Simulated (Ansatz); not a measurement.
A run of Ansatz 0.2.0:

File input.yaml:

```yaml
crystal:
  lattice:
    - [3.943154, 0.0, 0.0]
    - [0.0, 3.943154, 0.0]
    - [0.0, 0.0, 3.943154]
  atoms:
    - { symbol: Mo, position: [0.5, 0.5, 0.0] }
    - { symbol: Mo, position: [0.5, 0.0, 0.5] }
    - { symbol: Mo, position: [0.0, 0.5, 0.5] }
    - { symbol: Zn, position: [0.0, 0.0, 0.0] }
hamiltonian:
  xc: pbe
  pseudopotentials: { kind: paw }
kpoints:
  mp_grid: { grid: [4, 4, 4] }
scf:
  occupations: { method: fermi_dirac, width: 0.05 }
  n_extra_bands: 10
output:
  forces: true
  stress: true
  eigenvalues: true
  dos: { projected: true, de: 0.05, nscf_kmesh: { grid: [6, 6, 6] } }
  write_density: true
  write_potential: true
  elf: true
  volumetric_format: npy
```

Potentials or basis: Ansatz PAW.

Launch:

```sh
$ ansatz run input.yaml --threads 2 --pin off --max-ram 5632MiB --backend cpu --events-out ev --progress --plain --runs-dir out
```

Hardware: 2 threads of Arm Neoverse N1, on a shared host.

Question: Estimate the wall time of this run.

Answer: Run time: 3.3 s on 2 threads of Arm Neoverse N1 (shared host), peak memory 0.32 GiB. Counts: scf iterations 7, plane waves 1213, k points 10, bands 37.
